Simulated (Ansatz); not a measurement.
# C₂H₆F₂Si₂: up Jacob's ladder to CCSD(T)

The task here is to estimate one member of a computed series from the others.

Program: Ansatz 0.2.0, Gaussian basis. Level of theory: functionals in def2-TZVPP, the program's frozen cores in correlated methods. These are calculated values, not measurements.

The runs, in order: PBE-D4, r2SCAN-D4, PBE0-D4, B3LYP-D4, ωB97X-V, ωB97M-V, B2PLYP; CCSD(T)/def2-TZVPP; MP2/def2-QZVPP; extrapolation to the limit.

## The relaxed structure

All runs share one geometry, relaxed beforehand with PBE0-D4 in a triple-zeta def2 set.

SMILES `C=C[SiH](F)[SiH2]F`, 12 atoms, charge 0, spin multiplicity 1.

Atoms are counted from 1 here; the program's logs count them from 0.

Bond lengths: C1–C2 1.331 Å, C1–H7 1.086 Å, C1–H8 1.086 Å, C2–Si3 1.849 Å, C2–H9 1.089 Å, Si3–F4 1.609 Å, Si3–Si5 2.357 Å, Si3–H10 1.488 Å, Si5–F6 1.610 Å, Si5–H11 1.486 Å, Si5–H12 1.487 Å. Angles: C2–C1–H7 121.6°, C2–C1–H8 122.1°, H7–C1–H8 116.3°, C1–C2–Si3 122.7°, C1–C2–H9 118.8°, Si3–C2–H9 118.5°, C2–Si3–F4 108.4°, C2–Si3–Si5 111.4°, C2–Si3–H10 110.9°, F4–Si3–Si5 107.3°, F4–Si3–H10 107.9°, Si5–Si3–H10 110.9°, Si3–Si5–F6 107.5°, Si3–Si5–H11 111.4°, Si3–Si5–H12 112.9°, F6–Si5–H11 108.0°, F6–Si5–H12 107.7°, H11–Si5–H12 109.1°.

The first run:

File in.yaml:

```yaml
crystal:
  periodic: [false, false, false]
  atoms:
    - {symbol: C, position_ang: [-0.970200, -1.257653, -1.708926]}
    - {symbol: C, position_ang: [-0.966398, -0.140586, -0.985703]}
    - {symbol: Si, position_ang: [-0.471773, -0.106973, 0.795317]}
    - {symbol: F, position_ang: [-0.217218, -1.619844, 1.280002]}
    - {symbol: Si, position_ang: [1.542181, 1.076885, 1.105722]}
    - {symbol: F, position_ang: [1.337389, 2.550548, 0.491379]}
    - {symbol: H, position_ang: [-0.694484, -2.215711, -1.278411]}
    - {symbol: H, position_ang: [-1.253371, -1.264589, -2.757454]}
    - {symbol: H, position_ang: [-1.249106, 0.795984, -1.464384]}
    - {symbol: H, position_ang: [-1.557834, 0.465095, 1.636182]}
    - {symbol: H, position_ang: [2.668574, 0.431362, 0.382068]}
    - {symbol: H, position_ang: [1.909139, 1.230283, 2.538107]}
basis:
  gaussian: {orbitals: def2-TZVPP}
hamiltonian: {xc: pbe, dispersion: d4}
output: {forces: true, orbitals: {seedname: orbitals}}
```

Command:

```sh
$ ansatz run in.yaml --threads 2 --pin off --events-out ev --progress --plain --max-ram 22528MiB --backend cuda --devices 0, --max-vram 18GiB
```

Among the steps run: PBE-D4 (GGA); r2SCAN-D4 (meta-GGA); PBE0-D4 (hybrid); B3LYP-D4 (hybrid); ωB97X-V (range-separated); ωB97M-V (range-separated); B2PLYP (double hybrid); CCSD(T) in def2-TZVPP; MP2 in def2-QZVPP.

One table of the session follows, with a row left open; its other results are not shown here.

| method | atomisation energy (kJ/mol) |
| --- | --- |
| PBE-D4 | 4629.5 |
| r2SCAN-D4 | 4587.7 |
| PBE0-D4 | 4558.3 |
| B3LYP-D4 | 4571.7 |
| ωB97X-V | 4597.3 |
| ωB97M-V | 4583.6 |
| B2PLYP | ? |
| HF/def2-TZVPP | 3456.1 |
| MP2/def2-TZVPP | 4547.8 |
| CCSD/def2-TZVPP | 4407.0 |
| CCSD(T)/def2-TZVPP | 4467.9 |
| MP2/CBS | 4672.3 |
| CCSD(T)/CBS | 4592.3 |

Q: Estimate the row for B2PLYP from the others.

As computed: atomisation energy (kJ/mol): 4531.5. In the column «atomisation energy (kJ/mol)» it lies between CCSD(T)/def2-TZVPP (4467.9) and MP2/def2-TZVPP (4547.8).

Limits of these values: Free atoms (2 C, 2 Si, 2 F, 6 H) were run apart at each level; the atomisation energy is their sum less the molecule, without zero-point or spin-orbit terms.
